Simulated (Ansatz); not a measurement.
# Y2AlN3: the cost of one run

Program: Ansatz 0.2.0. Level of theory: DFT PBE, scalar-relativistic, plane waves, PAW. These are calculated values, not measurements.

1 further run of the same task is left out (it didn't finish).

### 1 The structure to begin with

The structure is trigonal, space group R-3m (No. 166). Conventional cell: a = 4.667 Å, b = 4.667 Å, c = 15.840 Å, α = 90.00°, β = 90.00°, γ = 120.00°. Y (site symmetry 3m) has 3 N at 1.90 Å as nearest neighbours. Al (site symmetry -3m) has 6 N at 2.33 Å as nearest neighbours. N (site symmetry 2/m) has 2 Y at 1.90 Å and 2 Al at 2.33 Å as nearest neighbours.

As a file:

```cif
data_structure
_symmetry_space_group_name_H-M 'P 1'
_symmetry_Int_Tables_number 1
_cell_length_a 5.9279
_cell_length_b 5.9279
_cell_length_c 5.9279
_cell_angle_alpha 46.368
_cell_angle_beta 46.368
_cell_angle_gamma 46.368
_cell_volume 99.61
loop_
_atom_site_label
_atom_site_type_symbol
_atom_site_fract_x
_atom_site_fract_y
_atom_site_fract_z
_atom_site_occupancy
Y1 Y 0.24919 0.24919 0.24919 1
Y2 Y 0.75081 0.75081 0.75081 1
Al1 Al 0.00000 0.00000 0.00000 1
N1 N 0.50000 0.50000 0.00000 1
N2 N 0.00000 0.50000 0.50000 1
N3 N 0.50000 0.00000 0.50000 1
```

Recipe of the guess: random cell by space group and Wyckoff sites (R-3m, No. 166). Lengths come from tabulated atomic sizes and are only a guess.

### 2 A first look at the guess

input.yaml

```yaml
crystal:
  lattice:
    - [2.33371478, 1.34737086, 5.2800127]
    - [-2.33371478, 1.34737086, 5.2800127]
    - [0.0, -2.69474171, 5.2800127]
  atoms:
    - { symbol: "Y", position: [0.24918911, 0.24918911, 0.24918911] }
    - { symbol: "Y", position: [0.75081089, 0.75081089, 0.75081089] }
    - { symbol: Al, position: [0.0, 0.0, 0.0] }
    - { symbol: "N", position: [0.5, 0.5, 0.0] }
    - { symbol: "N", position: [0.0, 0.5, 0.5] }
    - { symbol: "N", position: [0.5, 0.0, 0.5] }
basis:
  ecutwfc: 420
kpoints:
  mp_grid: { grid: [6, 6, 6] }
hamiltonian:
  xc: pbe
scf:
  occupations: { method: gaussian, width: 0.1 }
  lower_state_search: "off"
output:
  forces: true
  stress: true
  eigenvalues: true
```

The run is started by

```bash
> ansatz run input.yaml --threads 1 --pin off --max-ram 2560MiB --backend cpu --events-out ev --progress --plain --runs-dir out
```

Q: Estimate wall time and peak memory on 1 thread of Intel Xeon Platinum 8488C (Sapphire Rapids), shared host.

About 4.7 s, with a peak of 0.45 GiB.
